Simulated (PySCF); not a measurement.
**The bond of BBr, level by level**

What are the lowest state that PBE0 finds, the bond length, vibrational wavenumber and bond energy of BBr, and how much do these hang on the method?

Computed with PySCF 2.14.0. Level: B 6-31G(d,p), Br 6-31G(d,p), no relativity.

## Step 1: The job

Settings of the job:

- atoms: B, Br
- charge: 0
- basis: B 6-31G(d,p), Br 6-31G(d,p)
- Hamiltonian: no relativity
- basis functions: 46
- electrons treated: 40
- masses in u: 11.0093, 78.9183
- levels: PBE0, PBE, r²SCAN, BHandHLYP, BLYP, r²SCANh, ωB97X, HF, MP2, SCS-MP2, CCSD, CCSD(T)
- grid: 80 radial by 434 angular points
- occupations: held fixed by the projection of orbital angular momentum
- dissociation limit: B + Br, each in its ground configuration
- starting distance in angstrom: 1.930
- values of 2S to try: 0, 2

Started as:

```
$ OMP_NUM_THREADS=1 python dia.py task.json out
```

The runs that follow: PBE0 along the bond; Other states along the same grid; PBE; r²SCAN (meta-GGA); BHandHLYP (global hybrid GGA); BLYP; r²SCANh (hybrid meta-GGA); ωB97X (range-separated hybrid); RHF (mean field); Adding correlation.

Q: Predict the outcome of this session. Wanted: for each run, Re; ωe; De; μ.

As calculated:

Lowest PBE0 solution found, without spin–orbit coupling: ¹Σ⁺ (singlet), closed shell. State 2 has its PBE0 minimum 1.94 eV higher. The other levels ran on the lowest alone.

| level | Re (Å) | ωe (cm⁻¹) | De (eV) | μ (D) |
| --- | --- | --- | --- | --- |
| RHF | 1.917 | 677 | 3.04 | 0.67 |
| RHF-MP2 | 1.900 | 697 | 4.33 | n/a |
| RHF-SCS-MP2 | 1.907 | 688 | 4.17 | n/a |
| RHF-CCSD | 1.913 | 684 | 4.11 | n/a |
| RHF-CCSD(T) | 1.914 | 681 | 4.25 | n/a |
| PBE | 1.933 | 651 | 4.82 | 0.99 |
| BLYP | 1.948 | 628 | 4.53 | 0.88 |
| r²SCAN | 1.923 | 664 | 4.63 | 1.00 |
| r²SCANh | 1.918 | 671 | 4.55 | 0.97 |
| PBE0 | 1.914 | 677 | 4.57 | 0.97 |
| BHandHLYP | 1.909 | 680 | 4.14 | 0.86 |
| ωB97X | 1.906 | 692 | 4.38 | 0.99 |

De is counted to B + Br in their ground configurations. A positive dipole means B(−)Br(+).

Differences from CCSD(T) in the same basis:

| level | Re (mÅ) | ωe (%) |
| --- | --- | --- |
| RHF | +3 | -0.6 |
| RHF-MP2 | -14 | +2.4 |
| RHF-SCS-MP2 | -7 | +1.0 |
| RHF-CCSD | -1 | +0.4 |
| PBE | +19 | -4.3 |
| BLYP | +34 | -7.8 |
| r²SCAN | +9 | -2.6 |
| r²SCANh | +4 | -1.5 |
| PBE0 | 0 | -0.6 |
| BHandHLYP | -5 | -0.2 |
| ωB97X | -8 | +1.6 |

**Reading.** Judged by CCSD(T) in the same basis: best bond length PBE0 (0 mÅ), worst BLYP (+34 mÅ); best wavenumber BHandHLYP (-0.2 %), worst BLYP (-7.8 %). PBE has the long and soft bond that GGAs tend to give. CCSD(T) in a basis this small is itself some way from its limit, more so than the functionals. Among the levels with a De in the table, it runs from 3.04 eV (RHF) to 4.82 eV (PBE).

Correlated steps freeze 10 core orbitals.
